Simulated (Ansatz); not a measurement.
# Ta4Cu: the cost of one run

Program: Ansatz 0.2.0. Level of theory: DFT PBE, scalar-relativistic, plane waves, PAW. These are calculated values, not measurements.

## (1) The starting structure

The structure is hexagonal, space group P6/mmm (No. 191). The conventional cell has a = 3.874 Å, b = 3.874 Å, c = 6.169 Å, α = 90.00°, β = 90.00°, γ = 120.00°. Around Ta (site symmetry -6m2) lie 3 Cu at 2.24 Å and 3 Ta at 2.24 Å. Ta (site symmetry 6mm) is surrounded by 1 Cu at 1.94 Å. Cu (site symmetry 6/mmm) is surrounded by 2 Ta at 1.94 Å.

Structure file:

```cif
data_structure
_symmetry_space_group_name_H-M 'P6/mmm'
_symmetry_Int_Tables_number 191
_cell_length_a 3.8737
_cell_length_b 3.8737
_cell_length_c 6.1686
_cell_angle_alpha 90.000
_cell_angle_beta 90.000
_cell_angle_gamma 120.000
_cell_volume 80.16
loop_
_atom_site_label
_atom_site_type_symbol
_atom_site_symmetry_multiplicity
_atom_site_Wyckoff_symbol
_atom_site_fract_x
_atom_site_fract_y
_atom_site_fract_z
_atom_site_occupancy
Ta1 Ta 2 c 0.33333 0.66667 0.00000 1
Ta2 Ta 2 e 0.00000 0.00000 0.68549 1
Cu1 Cu 1 a 0.00000 0.00000 0.00000 1
```

A structure generator made this guess: random cell by space group and Wyckoff sites (P6/mmm, No. 191). Its size is a rough estimate.

## (2) Probe: one point on a coarse mesh

File input.yaml:

```yaml
crystal:
  lattice:
    - [3.87365857, 0.0, 0.0]
    - [-1.93682928, 3.35468673, 0.0]
    - [0.0, 0.0, 6.16860164]
  atoms:
    - { symbol: Ta, position: [0.33333333, 0.66666667, 0.0] }
    - { symbol: Ta, position: [0.66666667, 0.33333333, 0.0] }
    - { symbol: Ta, position: [0.0, 0.0, 0.68549215] }
    - { symbol: Ta, position: [0.0, 0.0, 0.31450785] }
    - { symbol: Cu, position: [0.0, 0.0, 0.0] }
basis:
  ecutwfc: 420
kpoints:
  mp_grid: { grid: [6, 6, 4] }
hamiltonian:
  xc: pbe
scf:
  occupations: { method: gaussian, width: 0.1 }
  lower_state_search: "off"
output:
  forces: true
  stress: true
  eigenvalues: true
```

On the command line:

```
$ ansatz run input.yaml --threads 1 --pin off --max-ram 2560MiB --backend cpu --events-out ev --progress --plain --runs-dir out
```

Q: Estimate wall time and peak memory on 1 thread of Arm Neoverse V2, shared host.

About 4.6 s, with a peak of 0.36 GiB.
